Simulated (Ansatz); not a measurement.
What does this script print? It uses Ansatz's Python interface.

Script `bend_ch5alo2.py`:
```python
"""Energy of CH5AlO2 against one bond angle."""

import ansatz as az
from ase import Atoms

atoms = Atoms(["C", "O", "Al", "O", "H", "H", "H", "H", "H"], positions=[
    [-1.1782, 0.4907, 0.5692],
    [-0.1774, 1.1904, -0.099],
    [0.9077, -0.0563, -0.9073],
    [2.42, -0.7526, 0.0472],
    [-1.8786, 1.2918, 1.009],
    [-1.8511, -0.0264, -0.1617],
    [-0.8204, -0.121, 1.3744],
    [0.698, -0.5235, -2.3958],
    [1.9685, -1.5394, 0.5468],
])

# relax first, so that the scan starts from a minimum
first = az.Crystal.molecule_from_ase(atoms).calculation()
first = first.basis(gaussian="6-31G*")
first = first.functional("r2scan", dispersion="d3bj").relax(force_tolerance=0.02, max_steps=80)
atoms.positions = first.run(threads=1, pin="off").report["positions_ang"]

rows = []
for angle in [85, 95, 105, 115, 125, 140, 160]:
    bent = atoms.copy()
    bent.set_angle(2, 3, 8, angle, indices=[8])
    job = (
        az.Crystal.molecule_from_ase(bent).calculation()
        .basis(gaussian="6-31G*")
        .functional("r2scan", dispersion="d3bj")
    )
    rows.append((angle, job.run(threads=1, pin="off").report["free_energy_ev"]))
floor = min(e for _, e in rows)
for angle, e in rows:
    print(f"angle Al2-O3-H8 = {angle:3d} deg   {1000 * (e - floor):9.1f} meV")
```

Output of `python bend_ch5alo2.py`:
```text
DeckWarning: the engine holds no damping parameters fitted to this dispersion correction and functional, so the run takes those fitted to r2scan beside the three-body term, which d3bj leaves out (hamiltonian.dispersion, under Limitations)
angle Al2-O3-H8 =  85 deg       434.7 meV
angle Al2-O3-H8 =  95 deg       209.0 meV
angle Al2-O3-H8 = 105 deg        76.6 meV
angle Al2-O3-H8 = 115 deg        12.8 meV
angle Al2-O3-H8 = 125 deg         0.0 meV
angle Al2-O3-H8 = 140 deg        42.1 meV
angle Al2-O3-H8 = 160 deg       137.4 meV
```
(Warnings from the package without file and line.)

Caveats:
- The scan is rigid, and the energies are electronic, in a modest basis. The zero is the lowest point of the grid, which needn't be the minimum.
- A dispersion term here runs with damping parameters fitted for another variant or functional.
- Timing: 2.2 min on 1 thread of Arm Neoverse V1 (shared host), peak memory 0.22 GiB.

(Lines on the test bed's own set-up are left out of the output.)
